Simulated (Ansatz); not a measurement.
# F2H2NSi radical: one structure at several levels

An exercise on one series of results from a longer session: the logs are not shown, and one member is left open.

Computed with Ansatz 0.2.0, Gaussian basis. Level: single points in def2-TZVPP.

Correlated methods freeze the cores. Orbitals are unrestricted. B3LYP uses VWN-RPA correlation.

**Where the work starts**

SMILES `[NH][SiH](F)F`, 6 atoms, charge 0, spin multiplicity 2.

Atoms are counted from 1 here; the program's logs count them from 0.

Bond lengths: N1–Si2 1.689 Å, N1–H5 0.972 Å, Si2–F3 1.602 Å, Si2–F4 1.575 Å, Si2–H6 1.477 Å. Angles: Si2–N1–H5 128.3°, N1–Si2–F3 108.6°, N1–Si2–F4 112.8°, N1–Si2–H6 118.3°, F3–Si2–F4 102.1°, F3–Si2–H6 112.2°, F4–Si2–H6 101.6°.

Geometry (Å):

```xyz
6
charge 0, multiplicity 2
N    -0.1087    0.8849   -1.0300
Si    0.1861   -0.2015    0.2291
F     1.6192   -0.8781   -0.0032
F    -0.7769   -1.4478    0.1966
H    -0.9294    1.3658   -1.2302
H     0.0108    0.2717    1.6177
```

Set-up of the first run:

Contents of run/in.yaml:

```yaml
crystal:
  periodic: [false, false, false]
  atoms:
    - {symbol: N, position_ang: [-0.108700, 0.884900, -1.030000]}
    - {symbol: Si, position_ang: [0.186100, -0.201500, 0.229100]}
    - {symbol: F, position_ang: [1.619200, -0.878100, -0.003200]}
    - {symbol: F, position_ang: [-0.776900, -1.447800, 0.196600]}
    - {symbol: H, position_ang: [-0.929400, 1.365800, -1.230200]}
    - {symbol: H, position_ang: [0.010800, 0.271700, 1.617700]}
basis:
  gaussian: {orbitals: def2-TZVPP}
magnetization: {spin_polarized: true, initial_magnetization: 1}
correlation: {method: ccsd_t}
scf: {omitted_lower_state_checks: [cluster_reference]}
```

The command line of these runs was not kept.

Steps of the session up to this table: CCSD(T)/def2-TZVPP; PBE0-D4/def2-TZVPP; wB97M-V/def2-TZVPP; r2SCAN-D4/def2-TZVPP; PBE-D4/def2-TZVPP; B3LYP-D4/def2-TZVPP; wB97X-V/def2-TZVPP.

One of the session's tables, all rows but one given; the rest of the session is left out.

```
   method  RMS force component (eV/Å)  dipole (D)
  PBE0-D4                       0.832        2.66
  wB97M-V                       0.815        2.65
r2SCAN-D4                       0.829        2.58
   PBE-D4                       0.915        2.50
 B3LYP-D4                           ?           ?
  wB97X-V                       0.846        2.67
```

Estimate the missing values for B3LYP-D4.

The run gave: RMS force component (eV/Å): 0.822; dipole (D): 2.65. In the column «RMS force component (eV/Å)» it lies between wB97M-V (0.815) and r2SCAN-D4 (0.829).
